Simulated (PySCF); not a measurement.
# Ga: changing the method

Aim: see what other levels and later steps give for Ga.

Method: each script names its method and basis; program: PySCF 2.14.0.

3 further runs of the same task are left out: 3 that didn't finish.

### 1 The atom

Ga: 1 atom, charge 0, spin multiplicity 2.

### 2 Base script

File input.py:

```python
from pyscf import gto, scf
from pyscf.prop.polarizability import uhf as pol

mol = gto.M(
    atom='Ga 0 0 0',
    basis='sapporo-dkh3-dzp-2012',
    charge=0,
    spin=1,
    symmetry=True,
    verbose=4,
)
mf = scf.UHF(mol)
mf = mf.sfx2c1e()
mf.kernel()
print('polarizability (a.u.)')
print(pol.Polarizability(mf).polarizability().round(4))
mf.dip_moment()
print('orbital energies (hartree):', [e[max(0, n-3):n+3].round(4) for e, n in zip(mf.mo_energy, mol.nelec)])
```

On the command line:

```sh
$ OMP_NUM_THREADS=1 python input.py
```

### 3 Revpbe (UKS)

Edit 1 changes functional: none (Hartree–Fock) → revpbe; SCF type: UHF → UKS; step after the SCF: polarizability → analyze.

File input.py:

```python
from pyscf import gto, dft

mol = gto.M(
    atom='Ga 0 0 0',
    basis='sapporo-dkh3-dzp-2012',
    charge=0,
    spin=1,
    symmetry=True,
    verbose=4,
)
mf = dft.UKS(mol, xc='revpbe')
mf = mf.sfx2c1e()
mf.kernel()
mf.analyze()
print('orbital energies (hartree):', [e[max(0, n-3):n+3].round(4) for e, n in zip(mf.mo_energy, mol.nelec)])
```

### 4 RHF

Edit 2 changes SCF type: UHF → RHF.

File input.py:

```python
from pyscf import gto, scf
from pyscf.prop.polarizability import rhf as pol

mol = gto.M(
    atom='Ga 0 0 0',
    basis='sapporo-dkh3-dzp-2012',
    charge=0,
    spin=1,
    symmetry=True,
    verbose=4,
)
mf = scf.RHF(mol)
mf = mf.sfx2c1e()
mf.kernel()
print('polarizability (a.u.)')
print(pol.Polarizability(mf).polarizability().round(4))
mf.dip_moment()
print('orbital energies (hartree):', mf.mo_energy[..., max(0, mol.nelec[1]-3):mol.nelec[0]+3].round(4))
```

### 5 Tpssh (UKS)

Edit 3 changes functional: none (Hartree–Fock) → tpssh; SCF type: UHF → UKS; step after the SCF: polarizability → analyze.

File input.py:

```python
from pyscf import gto, dft

mol = gto.M(
    atom='Ga 0 0 0',
    basis='sapporo-dkh3-dzp-2012',
    charge=0,
    spin=1,
    symmetry=True,
    verbose=4,
)
mf = dft.UKS(mol, xc='tpssh')
mf = mf.sfx2c1e()
mf.kernel()
mf.analyze()
print('orbital energies (hartree):', [e[max(0, n-3):n+3].round(4) for e, n in zip(mf.mo_energy, mol.nelec)])
```

### 6 Stability test

Edit 4 changes step after the SCF: polarizability → stability; point-group symmetry: on → off.

File input.py:

```python
from pyscf import gto, scf

mol = gto.M(
    atom='Ga 0 0 0',
    basis='sapporo-dkh3-dzp-2012',
    charge=0,
    spin=1,
    verbose=4,
)
mf = scf.UHF(mol)
mf = mf.sfx2c1e()
mf.kernel()
mf.stability(internal=True, external=True)
mf.dip_moment()
print('orbital energies (hartree):', [e[max(0, n-3):n+3].round(4) for e, n in zip(mf.mo_energy, mol.nelec)])
```

Q: Predict the outcome of this session. Wanted: for each run, E(SCF); from base; gap, α spin; after the SCF.

The runs gave:

```tsv
run	E(SCF) (hartree)	from base (eV)	cycles	gap, α spin (eV)	after the SCF
base	-1942.138336	0	9	6.15	n/a
revpbe (UKS)	-1943.693625	not comparable	7	0.27	n/a
RHF	-1942.138122	+0.0058	8	n/a	n/a
tpssh (UKS)	-1943.763706	not comparable	7	1.05	n/a
stability test	-1942.141269	-0.0798	9	6.39	unstable: UHF/UKS -> GHF/GKS
```

In words: The α-spin gap between the frontier levels is 0.3 eV with revpbe (0 % exact exchange) and 1.0 eV with tpssh (10 %). A lower total energy from another functional means nothing by itself.
